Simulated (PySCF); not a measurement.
# RhH₄: structure of the doublet

The task is one start of a wider search on RhH₄: the doublet, from a tetrahedral start. It is relaxed, tested by its Hessian and followed downhill if it is a saddle.

Program: PySCF 2.14.0. Level of theory: PBE0, basis Rh def2-TZVP with ECP28, H def2-TZVP, scalar-relativistic core potentials, no spin–orbit coupling, density fitting. These are calculated values, not measurements.

**1. The starting structure**

5 atoms, charge 0, spin multiplicity 2.

Bond lengths: Rh1–H2 1.570 Å, Rh1–H3 1.570 Å, Rh1–H4 1.570 Å, Rh1–H5 1.570 Å. Angles: H2–Rh1–H3 109.5°, H2–Rh1–H4 109.5°, H2–Rh1–H5 109.5°, H3–Rh1–H4 109.5°, H3–Rh1–H5 109.5°, H4–Rh1–H5 109.5°.

```xyz
5
charge 0 multiplicity 2
Rh    0.0000    0.0000    0.0000
H     1.2819   -0.0001    0.9064
H    -1.2819    0.0000    0.9064
H     0.0000    1.2819   -0.9064
H     0.0000   -1.2819   -0.9065
```

**2. Tetrahedral start, doublet: relaxation**

One driver script runs all steps and calls PySCF; scf.py shows how it sets up the SCF of each step. The optimiser is the driver's own. Before each start the driver seeks the lowest SCF state from one or more starting densities and follows internal instabilities, so scf.py alone need not reach the same state.

The program finds Td symmetry in the start, which this walk keeps. The walk stops when the largest gradient is under 0.0003 Eh/bohr and the energy has settled too.

scf.py

```python
from pyscf import gto, scf, dft
mol = gto.M(atom='''
Rh     0.000000    -0.000000    -0.000000
H      1.281901    -0.000066     0.906441
H     -1.281901    -0.000000     0.906441
H      0.000033     1.281934    -0.906394
H     -0.000033    -1.281867    -0.906487''',
    basis={'Rh': 'def2-TZVP', 'H': 'def2-TZVP'},
    ecp={'Rh': 'def2-TZVP'},
    charge=0, spin=1)
mf = dft.UKS(mol, xc='PBE0')
mf.grids.atom_grid = (50, 194)
aux = {'Rh': 'def2-universal-JKFIT', 'H': 'def2-universal-JKFIT'}
mf = mf.density_fit(auxbasis=aux)
mf.kernel()
```

The runs that follow: Releasing the symmetry; Is it a minimum? Harmonic modes; Following the imaginary mode; Is it a minimum? Harmonic modes; Downhill along the imaginary mode; Is it a minimum? Harmonic modes.

Q: Predict the outcome of this session. Wanted: minimum; geometry; wavenumbers; dipole moment; highest occupied, lowest empty level; polar-tensor charge of Rh1; zero-point energy; atomisation energy; ⟨S²⟩.

As calculated:

| quantity | value |
| --- | --- |
| minimum | doublet, C3v |
| geometry | Rh–H 1.520 Å (×3), Rh–H 1.687 Å; H–Rh–H 83.0° (×3), H–Rh–H 130.1° (×3) |
| wavenumbers (cm⁻¹) | 241 (e), 563 (a1), 682 (e), 1651 (a1), 2233 (e), 2309 (a1) |
| dipole moment | 0.04 D |
| highest occupied, lowest empty level (either spin) | -6.96, -3.73 eV |
| polar-tensor charge of Rh1 | +0.32 e |
| zero-point energy | 64.8 kJ/mol |
| entropy at 298.15 K | 255.2 J/(mol K) |
| atomisation energy (no zero-point energy) | 948 kJ/mol |
| ⟨S²⟩ | 0.753 |

From Td at the start the molecule goes to a C3v minimum, after a stop at a saddle point 4.8 kJ/mol higher, from which it was pushed off along an imaginary mode. The strongest infrared band lies at 241 cm⁻¹ (e, bend). Most of the spin sits on Rh1 (Mulliken spin 0.65, against 1 for the whole molecule). Only this shape and spin were tried, so other structures or states may lie lower. One determinant may miss the lowest occupation of an open d or f shell.
